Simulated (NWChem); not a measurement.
# BiCl3 (bismuth trichloride) at 6 levels

Wanted: a comparison of 6 runs (SVWN5/def2-TZVP, PBE0/def2-SVP, TPSSh/def2-SVP, SVWN5/def2-SVPD, CCSD/def2-SVP, CCSD(T)/def2-SVP) of BiCl3 (bismuth trichloride). 

The results are computed with NWChem 7.3.0.

## Step 1: The structure to begin with

BiCl3: 4 atoms, total charge 0, spin state singlet. SMILES: `[Cl][Bi]([Cl])[Cl]`. The shape is that of a PBE0-D4/def2-TZVP optimisation.

Bond lengths: Cl1–Bi2 2.424 Å, Bi2–Cl3 2.424 Å, Bi2–Cl4 2.424 Å. Angles: Cl1–Bi2–Cl3 98.0°, Cl1–Bi2–Cl4 98.0°, Cl3–Bi2–Cl4 98.0°.

## Step 2: Energy and forces at SVWN5/def2-TZVP (core potential) (run 1)

File mymol.nw:

```
echo
start mymol
memory stack 880 mb heap 220 mb global 1100 mb
geometry units angstrom noautosym nocenter noautoz
  Cl    1.048500    0.476400    1.795200
  Bi   -0.804600   -0.088800    0.338600
  Cl    0.199100   -2.002000   -0.760200
  Cl   -0.387500    1.554100   -1.393900
end
basis spherical bse
  Cl library def2-TZVP
  Bi library def2-TZVP
end
ecp bse
  Bi library def2-TZVP
end
dft
  xc slater vwn_5
  grid fine
  convergence energy 1e-08
  maxiter 100
  mulliken
  print low
end
task dft gradient
```

Started as:

```sh
$ nwchem mymol.nw > mymol.out
```

The program printed:

```text
[...]
 d= 0,ls=0.0,diis     1  -1590.5520025172 -1.97D+03  1.76D-02  3.35D+00     7.9
[...]
 d= 0,ls=0.0,diis    11  -1590.7139431086 -2.43D-09  1.28D-07  5.63D-10    84.7
         Total DFT energy =    -1590.713943108645
      One electron energy =    -3040.423426241609
           Coulomb energy =     1165.430414721249
    Exchange-Corr. energy =      -97.179180562593
 Nuclear repulsion energy =      381.458248974308
[...]
      Total Density - Mulliken Population Analysis
     ---------------------------------------------
    Atom       Charge   Shell Charges
 -----------   ------   -------------------------------------------------------
    1 Cl  17    17.28   2.01  0.42  1.53  1.16  0.82  4.18  1.67  1.15  2.73  1.58  0.00  0.02  0.00
    2 Bi  23    22.15   0.07 -0.65  1.92  0.69  1.35  0.53 -0.69  6.63  0.72  1.08  0.17  8.93  1.11  0.20  0.01  0.09
    3 Cl  17    17.28   2.01  0.42  1.53  1.16  0.82  4.18  1.67  1.15  2.73  1.58  0.00  0.02  0.00
    4 Cl  17    17.28   2.01  0.42  1.53  1.16  0.82  4.18  1.67  1.15  2.73  1.58  0.00  0.02  0.00
[...]
                         DFT ENERGY GRADIENTS
    atom               coordinates                        gradient
                 x          y          z           x          y          z
   1 Cl      1.981378   0.900265   3.392436    0.001486   0.000422   0.000994
   2 Bi     -1.520474  -0.167808   0.639861   -0.002802  -0.000237   0.001168
   3 Cl      0.376244  -3.783231  -1.436570    0.000872  -0.001370  -0.000859
   4 Cl     -0.732269   2.936823  -2.634089    0.000444   0.001185  -0.001303
 Task  times  cpu:      104.1s     wall:      104.1s
 Total times  cpu:      104.2s     wall:      104.2s
```

Wall time 1.8 min (1 thread of Intel Xeon Platinum 8488C (Sapphire Rapids), shared host); peak memory 0.14 GiB.

## Step 3: Energy and forces at PBE0/def2-SVP (core potential) (run 2)

File bicl3.nw:

```
start bicl3
title "BiCl3 gradient"
memory total 2200 mb
geometry noautosym nocenter noautoz
   Cl     1.048500     0.476400     1.795200
   Bi    -0.804600    -0.088800     0.338600
   Cl     0.199100    -2.002000    -0.760200
   Cl    -0.387500     1.554100    -1.393900
end
basis spherical bse
   Cl library def2-SVP
   Bi library def2-SVP
end
ecp bse
   Bi library def2-SVP
end
dft
   xc pbe0
   grid xfine
   convergence energy 1e-08
   maxiter 100
   mulliken
end
task dft gradient
```

Started as:

```sh
$ nwchem bicl3.nw > bicl3.out
```

The program printed:

```text
[...]
          Wavefunction type:  closed shell.
          No. of atoms     :     4
          No. of electrons :    74
[...]
          Charge           :     0
          Spin multiplicity:     1
[...]
          AO basis - number of functions:    80
[...]
              XC Information
              --------------
                         PBE0 Method XC Functional
                     Hartree-Fock (Exact) Exchange  0.250
          PerdewBurkeErnzerhof Exchange Functional  0.750
            Perdew 1991 LDA Correlation Functional  1.000 local
           PerdewBurkeErnz. Correlation Functional  1.000 non-local
[...]
 d= 0,ls=0.0,diis     1  -1594.3613672725 -1.98D+03  2.74D-02  6.71D-01     2.6
[...]
 d= 0,ls=0.0,diis     8  -1594.4672987628 -2.16D-09  4.66D-07  6.08D-10    17.5
         Total DFT energy =    -1594.467298762838
      One electron energy =    -3040.256514006200
           Coulomb energy =     1165.892931606684
    Exchange-Corr. energy =     -101.561965337630
 Nuclear repulsion energy =      381.458248974308
[...]
  wavefunction    = closed shell
                         DFT ENERGY GRADIENTS
    atom               coordinates                        gradient
                 x          y          z           x          y          z
   1 Cl      1.981378   0.900265   3.392436   -0.007260  -0.002379  -0.006628
   2 Bi     -1.520474  -0.167808   0.639861    0.011885   0.001090  -0.005002
   3 Cl      0.376244  -3.783231  -1.436570   -0.003580   0.008357   0.004433
   4 Cl     -0.732269   2.936823  -2.634089   -0.001044  -0.007067   0.007197
[...]
```

Run time: 23 s. Hardware: 1 thread of Intel Xeon Platinum 8488C (Sapphire Rapids), shared host; peak memory 0.13 GiB.

Runs 3 to 4 aren't shown in full; the table further down has their settings and results.

## Step 4: The energy at CCSD/def2-SVP (core potential) (run 5)

File bicl3.xyz:

```xyz
4
BiCl3 ccsd
Cl     1.048500     0.476400     1.795200
Bi    -0.804600    -0.088800     0.338600
Cl     0.199100    -2.002000    -0.760200
Cl    -0.387500     1.554100    -1.393900
```

File bicl3.nw:

```
START bicl3
TITLE "BiCl3 ccsd"
memory total 2200 mb

GEOMETRY units angstroms noautosym nocenter noautoz
   load format xyz bicl3.xyz
END

BASIS spherical bse
   * library def2-SVP
END

ECP bse
   Bi library def2-SVP
END

SCF
   thresh 1e-08
   maxiter 80
END

CCSD
   freeze core 19
   maxiter 60
END

TASK ccsd
```

Started as:

```sh
$ nwchem bicl3.nw > bicl3.out
```

The program printed:

```text
[...]
  functions       =    80
[...]
  wavefunction    = RHF
[...]
         Total SCF energy =  -1591.729618275866
      One-electron energy =  -3039.252664003727
      Two-electron energy =   1066.064796753552
 Nuclear repulsion energy =    381.458248974308
        Time for solution =      9.1s
[...]
 Total MP2 energy:          -1592.229879012946412
[...]
             energy      energy      error      ampl     ampl      Block
                                                time     time      time
[...]
 Total CCSD energy:          -1592.268099316499502
[...]
```

It took 67 s on 1 thread of Intel Xeon Platinum 8488C (Sapphire Rapids), shared host; peak memory 0.23 GiB.

## Step 5: A single-point energy at CCSD(T)/def2-SVP (core potential) (run 6)

File bicl3.nw:

```
start bicl3
title "BiCl3"
memory total 2200 mb
geometry units angstroms noautosym nocenter noautoz
  Cl     1.048500     0.476400     1.795200
  Bi    -0.804600    -0.088800     0.338600
  Cl     0.199100    -2.002000    -0.760200
  Cl    -0.387500     1.554100    -1.393900
end
basis spherical bse
  * library def2-SVP
end
ecp bse
  Bi library def2-SVP
end
scf
  thresh 1e-08
  maxiter 80
end
ccsd
  freeze core 19
  maxiter 60
end
task ccsd(t) energy
```

Started as:

```sh
$ nwchem bicl3.nw > bicl3.out
```

The program printed:

```text
[...]
  functions       =    80
[...]
  wavefunction    = RHF
[...]
         Total SCF energy =  -1591.729618277474
      One-electron energy =  -3039.252664008181
      Two-electron energy =   1066.064796756399
 Nuclear repulsion energy =    381.458248974308
        Time for solution =      9.1s
[...]
 Total MP2 energy:          -1592.229879014545986
[...]
             energy      energy      error      ampl     ampl      Block
                                                time     time      time
[...]
 Total CCSD energy:          -1592.268099318096574
[...]
 Total CCSD+T(CCSD) energy:          -1592.282612212673712
[...]
 Total CCSD(T) energy:               -1592.282060108911310
[...]
```

It took 86 s on 1 thread of Intel Xeon Platinum 8488C (Sapphire Rapids), shared host; peak memory 0.24 GiB.

## Step 6: Overview of the runs

```
run                              level  core potential  integration grid   energy (Eh)  largest force (eV/Å)  wall time
  1   SVWN5/def2-TZVP (core potential)       def2-TZVP              fine  -1590.713943                 0.157    1.8 min
  2     PBE0/def2-SVP (core potential)        def2-SVP             xfine  -1594.467299                 0.665       23 s
  3    TPSSh/def2-SVP (core potential)        def2-SVP             xfine  -1594.904548                 0.911       29 s
  4   SVWN5/def2-SVPD (core potential)       def2-SVPD              fine  -1590.235580                 0.738       32 s
  5     CCSD/def2-SVP (core potential)        def2-SVP                 –  -1592.268099                     –       67 s
  6  CCSD(T)/def2-SVP (core potential)        def2-SVP                 –  -1592.282060                     –       86 s
```

## Step 7: Summary of results

| quantity | value |
| --- | --- |
| run 6: total energy | -1592.28206 Eh |
| run 6: HOMO energy (Hartree–Fock orbitals) | -11.14 eV |
| run 6: LUMO energy (Hartree–Fock orbitals) | 1.17 eV |
| run 6: HOMO–LUMO gap (Hartree–Fock orbitals) | 12.31 eV |
| run 6: correlation energy (19 core orbitals frozen) | -552.4 mEh |
| run 6: (T) correction | -13.96 mEh |

In words: Over runs 2, 3, 4 the dipole moment (its size) runs from 3.55 D (SVWN5/def2-SVPD) to 4.04 D (PBE0/def2-SVP). The two ends differ in method and basis. Over runs 2, 3, 4 the HOMO–LUMO gap runs from 4.48 eV (SVWN5/def2-SVPD) to 6.57 eV (PBE0/def2-SVP). Totals of different functionals can't be ranked against each other. All runs together took 5.7 min, the longest 1.8 min.
